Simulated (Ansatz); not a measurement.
# ZrC: stress in a strained cell

ZrC is deformed so: equal xy, yz and zx engineering shear strains of -3 %. What stress and forces result, by LAPW, PAW and all-electron datasets made for the crystal?

Program: Ansatz 0.2.0. Level of theory: DFT PBEsol, scalar-relativistic. These are calculated values, not measurements.

## 1. The starting structure

Symmetry: Fm-3m, No. 225, cubic system. The conventional cell has a = 4.700 Å, b = 4.700 Å, c = 4.700 Å, α = 90.00°, β = 90.00°, γ = 90.00°. Zr (site symmetry m-3m) is surrounded by 6 C at 2.35 Å. C (site symmetry m-3m) is surrounded by 6 Zr at 2.35 Å.

Coordinates:

```
CELL_PARAMETERS angstrom
0.00000 2.35021 2.35021
2.35021 0.00000 2.35021
2.35021 2.35021 0.00000
ATOMIC_POSITIONS crystal
Zr 0.50000 0.50000 0.50000
C 0.00000 0.00000 0.00000
```

Atoms are numbered in the order of the input: Zr1, C2.

## 2. The deformed structure

Space group Fm-3m before, R-3m after.

## 3. LAPW, all electrons

Contents of input.yaml:

```yaml
crystal:
  lattice:
    - [-0.0705063, 2.31495685, 2.31495685]
    - [2.31495685, -0.0705063, 2.31495685]
    - [2.31495685, 2.31495685, -0.0705063]
  atoms:
    - { symbol: Zr, position: [0.5, 0.5, 0.5] }
    - { symbol: C, position: [0.0, 0.0, 0.0] }
kpoints:
  mp_grid: { grid: [15, 15, 15] }
  band_path:
    path:
      - [0.0, 0.0, 0.0]
      - [0.5, 0.5, 0.5]
      - [0.2579113083, 0.5, 0.7420886917]
      - [-0.2579113083, 0.2579113083, 0.5]
      - [0.0, 0.0, 0.5]
      - [0.0, 0.0, 0.0]
      - [-0.3789556542, 0.0, 0.3789556542]
      - [0.0, 0.3789556542, 0.6210443458]
      - [0.0, 0.5, 0.5]
    npoints: 5
scf:
  occupations: { method: fermi_dirac, width: 0.05 }
hamiltonian:
  xc: pbesol
  pseudopotentials: { kind: all_electron, lapw: { basis_error: 0.00025 } }
output:
  forces: true
  stress: true
  eigenvalues: true
```

The run is started by

```
$ ansatz run input.yaml --threads 1 --pin off --max-ram 3072MiB --backend cpu --events-out ev --progress --plain --runs-dir out
```

The program printed, shortened:

```text
LAPW: plane waves up to 8.852 Å⁻¹, error target 2.5e-4 eV per atom; small_component_spin mean_spin; C in spheres of 1.052 Å, 6 of its electrons in bands, Dirac shells []; Zr in spheres of 1.298 Å, 30 of its electrons in bands, Dirac shells []
[...]
Pseudopotentials: kind: all_electron
Pseudopotential: Zr, LAPW, valence charge 30, Koelling and Harmon's equation, gaussian nucleus
Pseudopotential: C, LAPW, valence charge 6, Koelling and Harmon's equation, gaussian nucleus
Functional definition: PBEsol
[...]
Crystal: 2 atoms, lattice volume = 25.945 Å³
Basis set: ecut = 298.57412364236166 eV, 319 PW (Γ), exchange–correlation at level 2
Bands: 22, of which v1, the nominal top of the filled ones, is band 18 counted from 1 (17 counted from 0)
Symmetry: 12 space group operations
Space group: R-3m (ITA 166), of the structure as read, at distance tolerance 3.0e-5 Å
k-points: 344 of 3375
[...]
SCF iter   1: F=—  HF=-98908.108229 eV  |F-HF|=—  |Δ(HF+E_count)|=         —  Δρ=1.17e-1  dr2=5.14e0  ethr=1.43e-2  ⟨swp⟩=2.0  Hψ=50208  notcnv=0
[...]
the basis was enlarged: its passes take 272.4 KiB over the memory plan, 1 of 1 planned eigensolver slots
[...]
SCF iter  10: F=-98906.355746 eV  HF=-98906.355746 eV  |F-HF|=3.74e-9  |Δ(HF+E_count)|=   6.28e-8  Δρ=4.15e-6  dr2=4.93e-9  ethr=5.76e-10  ⟨swp⟩=2.0  Hψ=23421  notcnv=0
[...]
NSCF: frozen V_eff on 41 k-points
SCF converged after 10 iterations
Free energy (F): -98906.355746 eV
[...]
E sigma→0 (E₀):  -98906.354414 eV
Entropy (-TS):   -0.002665 eV (-1.332 meV/atom)
Fermi energy:    16.414236 eV
[...]
--- Forces (eV/Å), atoms counted from 1 ---
  atom   1  Zr    -0.00000000    -0.00000000     0.00000000
  atom   2  C     -0.00000000     0.00000000    -0.00000000
[...]
--- Stress (GPa, compression-positive) ---
       -4.366800       4.357723       4.357723
        4.357723      -4.366800       4.357723
        4.357723       4.357723      -4.366800
  P = ⅓ Tr σ = -4.3668 GPa (-43.668 kbar)
--- Band table (eV; the first three rows and the last of 344) ---
  k-point 0: bands = ["-380.9212", "-294.0514", "-294.0489", "-294.0489", "-246.9122", "-151.4875", "-151.4856", "-151.4856", "-151.4729", "-151.4729", "-31.5644", "-9.3189", "-9.3189", "-9.2704", "5.1185", "17.2528", "17.2528", "17.2791", "17.2791", "17.5414", "17.8492", "19.2415"]
[...]
```

Wall time 60 s (1 thread of Arm Neoverse V2, shared host); peak memory 0.89 GiB.

Result: pressure -4.37 GPa; no gap.

## 4. PAW with frozen cores

Contents of input.yaml:

```yaml
crystal:
  lattice:
    - [-0.0705063, 2.31495685, 2.31495685]
    - [2.31495685, -0.0705063, 2.31495685]
    - [2.31495685, 2.31495685, -0.0705063]
  atoms:
    - { symbol: Zr, position: [0.5, 0.5, 0.5] }
    - { symbol: C, position: [0.0, 0.0, 0.0] }
kpoints:
  mp_grid: { grid: [15, 15, 15] }
scf:
  occupations: { method: fermi_dirac, width: 0.05 }
hamiltonian:
  xc: pbesol
  pseudopotentials: { kind: paw }
output:
  forces: true
  stress: true
  eigenvalues: true
  efg: { contact_densities: true }
```

The run is started by

```
$ ansatz run input.yaml --threads 1 --pin off --max-ram 3072MiB --backend cpu --events-out ev --progress --plain --runs-dir out
```

The program printed, shortened:

```text
Zr: output.efg is read without spin–orbit coupling, which moves field gradients at and beside such atoms by some per cent and up to a factor of two; PAW files take it under magnetization.noncollinear and magnetization.spin_orbit
[...]
Pseudopotentials: kind: paw
Pseudopotential: Zr, paw, valence charge 12, recommended cutoff 420 eV (normal)
Pseudopotential: C, paw, valence charge 4, recommended cutoff 420 eV (normal)
[... 1 set-up line as earlier in the session ...]
[...]
Crystal: 2 atoms, lattice volume = 25.945 Å³
Basis set: ecut = 420 eV, 525 PW (Γ), exchange–correlation on 48×48×48 points (8 copies of the dense FFT grid, shifted against one another)
Bands: 12, of which v1, the nominal top of the filled ones, is band 8 counted from 1 (7 counted from 0)
[... 2 set-up lines as earlier in the session ...]
k-points: 344 of 3375
[...]
Fermi energy:    14.759491 eV
[...]
--- Forces (eV/Å), atoms counted from 1 ---
  atom   1  Zr     0.00000000     0.00000000     0.00000000
  atom   2  C     -0.00000000    -0.00000000     0.00000000
[...]
--- Stress (GPa, compression-positive) ---
       -4.423593       4.360344       4.360344
        4.360344      -4.423593       4.360344
        4.360344       4.360344      -4.423593
  P = ⅓ Tr σ = -4.4236 GPa (-44.236 kbar)
--- PAW observables at the nuclei: V_zz in 10²¹ V/m², potentials from the cell's mean, atoms counted from 1 ---
  atom   1  Zr V_zz =    +0.479687   η = 0.0000   by run symmetry: allowed
            electrostatic potential = -5929.918441 V   contact ρ = 489712.122081 e/Å³
  atom   2  C  V_zz =    +0.130071   η = 0.0000   by run symmetry: allowed
            electrostatic potential = -423.222379 V   contact ρ = 862.693726 e/Å³
--- Band table (eV; the first three rows and the last of 344) ---
  k-point 0: bands = ["-33.2215", "-10.9753", "-10.9753", "-10.9267", "3.4633", "15.5984", "15.5984", "15.6242", "15.6242", "15.8871", "16.1946", "17.5881"]
[...]
```

Wall time 6.7 s (1 thread of Arm Neoverse V2, shared host); peak memory 0.41 GiB.

In short: pressure -4.42 GPa; no gap; Vzz Zr1 0.48 (η = 0.00), C2 0.13 (η = 0.00) (10²¹ V/m²).

## 5. Datasets made for this crystal

Changes to input.yaml since step 4:

```diff
@@ -14,3 +14,3 @@
   xc: pbesol
-  pseudopotentials: { kind: paw }
+  pseudopotentials: { kind: all_electron, datasets: crystal }
 output:
```

The run is started by

```
$ ansatz run input.yaml --threads 1 --pin off --max-ram 3072MiB --backend cpu --events-out ev --progress --plain --runs-dir out
```

The program printed, shortened:

```text
[...]
Zr: output.efg is read without spin–orbit coupling, which moves field gradients at and beside such atoms by some per cent and up to a factor of two; PAW files take it under magnetization.noncollinear and magnetization.spin_orbit
[...]
[... 1 set-up line as earlier in the session ...]
Pseudopotential: Zr, paw, valence charge 12, recommended cutoff 280 eV (normal), Koelling and Harmon's equation, gaussian nucleus
Pseudopotential: C, paw, valence charge 4, recommended cutoff 280 eV (normal), Koelling and Harmon's equation, gaussian nucleus
[... 1 set-up line as earlier in the session ...]
[...]
Crystal: 2 atoms, lattice volume = 25.945 Å³
Basis set: ecut = 280 eV, 283 PW (Γ), exchange–correlation on 36×36×36 points (8 copies of the dense FFT grid, shifted against one another)
Bands: 12, of which v1, the nominal top of the filled ones, is band 8 counted from 1 (7 counted from 0)
[... 1 set-up line as earlier in the session ...]
[...]
--- Forces (eV/Å), atoms counted from 1 ---
  atom   1  Zr     0.00000000     0.00000000     0.00000000
  atom   2  C     -0.00000000     0.00000000    -0.00000000
[...]
--- Stress (GPa, compression-positive) ---
       -4.367100       4.357931       4.357931
        4.357931      -4.367100       4.357931
        4.357931       4.357931      -4.367100
  P = ⅓ Tr σ = -4.3671 GPa (-43.671 kbar)
--- PAW observables at the nuclei: V_zz in 10²¹ V/m², potentials from the cell's mean, atoms counted from 1 ---
  atom   1  Zr V_zz =    +0.487948   η = 0.0000   by run symmetry: allowed
            electrostatic potential = -5928.008571 V   contact ρ = 489774.434234 e/Å³
  atom   2  C  V_zz =    +0.136289   η = 0.0000   by run symmetry: allowed
            electrostatic potential = -422.476861 V   contact ρ = 862.839997 e/Å³
--- Band table (eV; the first three rows and the last of 344) ---
  k-point 0: bands = ["-31.5643", "-9.3189", "-9.3189", "-9.2703", "5.1184", "17.2528", "17.2528", "17.2790", "17.2790", "17.5413"]
[...]
```

Run time: 19 s. Hardware: 1 thread of Arm Neoverse V2, shared host; peak memory 0.64 GiB.

In short: pressure -4.37 GPa; no gap; Vzz Zr1 0.49 (η = 0.00), C2 0.14 (η = 0.00) (10²¹ V/m²).

## 6. Side by side

Stress (GPa, compression positive):

| method | xx | yy | zz | yz | xz | xy |
| --- | --- | --- | --- | --- | --- | --- |
| LAPW | -4.37 | -4.37 | -4.37 | 4.36 | 4.36 | 4.36 |
| PAW | -4.42 | -4.42 | -4.42 | 4.36 | 4.36 | 4.36 |
| crystal datasets | -4.37 | -4.37 | -4.37 | 4.36 | 4.36 | 4.36 |

```
          method  pressure (GPa)  Vzz Zr1 (10²¹ V/m²)  Vzz C2 (10²¹ V/m²)  SCF cycles, all passes
            LAPW           -4.37                    –                   –                      10
             PAW           -4.42                 0.48                0.13                       6
crystal datasets           -4.37                 0.49                0.14                       8
```

## 7. Outcome

| quantity | value |
| --- | --- |
| pressure | LAPW -4.37, PAW -4.42, crystal datasets -4.37 GPa |
| largest shear or deviatoric stress (LAPW) | 4.36 GPa |

In words: The largest part of the stress beyond the pressure is 4.36 GPa in size; the atoms are carried along and not relaxed. No run of the undeformed cell stands beside it, so the pressure holds what the given cell had before the change. PAW: stress within 0.06 GPa of LAPW. Crystal datasets: stress within 0.01 GPa of LAPW.
